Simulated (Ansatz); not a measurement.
# CuN+ (doublet): from Hartree-Fock to the top rungs, def2-TZVPP

An exercise on one series of results from a longer session: the logs are not shown, and one member is left open.

Method: def2-TZVPP, core rule «outside noble gas», up to 10 orbitals frozen; program: Ansatz 0.2.0, Gaussian basis.

To be run: UHF; ROHF; CCSD(T) on UHF.

2 further runs of the same task are left out: 2 set aside as unsound or not needed.

## What is computed

The geometry is a PBE0/def2-TZVP stationary point (not a proven minimum) of the parent state, kept for this charge and spin.

2 atoms, charge 1, spin multiplicity 2.

Atoms are counted from 1 here; the program's logs count them from 0.

Bond lengths: Cu1–N2 1.739 Å.

Coordinates:

```xyz
2
CuN
Cu    0.00000    0.00000    0.00000
N     0.00000    0.00000    1.73860
```

Set-up of the first run:

Input file in.yaml:

```yaml
crystal:
  periodic: [false, false, false]
  atoms:
    - {symbol: Cu, position_ang: [0.000000, 0.000000, 0.000000]}
    - {symbol: N, position_ang: [0.000000, 0.000000, 1.738600]}
basis:
  gaussian: {orbitals: def2-TZVPP}
total_charge: 1
magnetization: {spin_polarized: true, initial_magnetization: 1}
hamiltonian: {xc: hf}
output: {orbitals: {seedname: orbitals}}
```

The run is started by

```bash
$ ansatz run in.yaml --threads 1 --pin off --events-out ev --progress --plain --max-ram 4096MiB --backend cpu
```

Among the steps run: UHF; ROHF; CCSD(T) on UHF.

One of the session's tables, all rows but one given; the rest of the session is left out.

```
  method  from UCCSD(T) (meV)
    ROHF                    ?
    UMP2                +44.5
   UCCSD               +886.1
UCCSD(T)                    0
```

**Question.** Estimate the row for ROHF.

The run gave: from UCCSD(T) (meV): +17369.1. In the column «from UCCSD(T) (meV)» it is the highest.

Left out of the table: UHF (another determinant or state than the rows shown).

The program flags UCCSD(T) as in doubt (see the logs), so the zero of the table is itself unsure.

To keep in mind: The determinant is far from a pure spin state, so its energy mixes those of several spin states (harmless only where they are near-degenerate, as at dissociation). The program flags UCCSD(T) as in doubt, so the zero of the table is itself unsure. Warnings: spin contamination; coupled cluster took another determinant than the lowest.
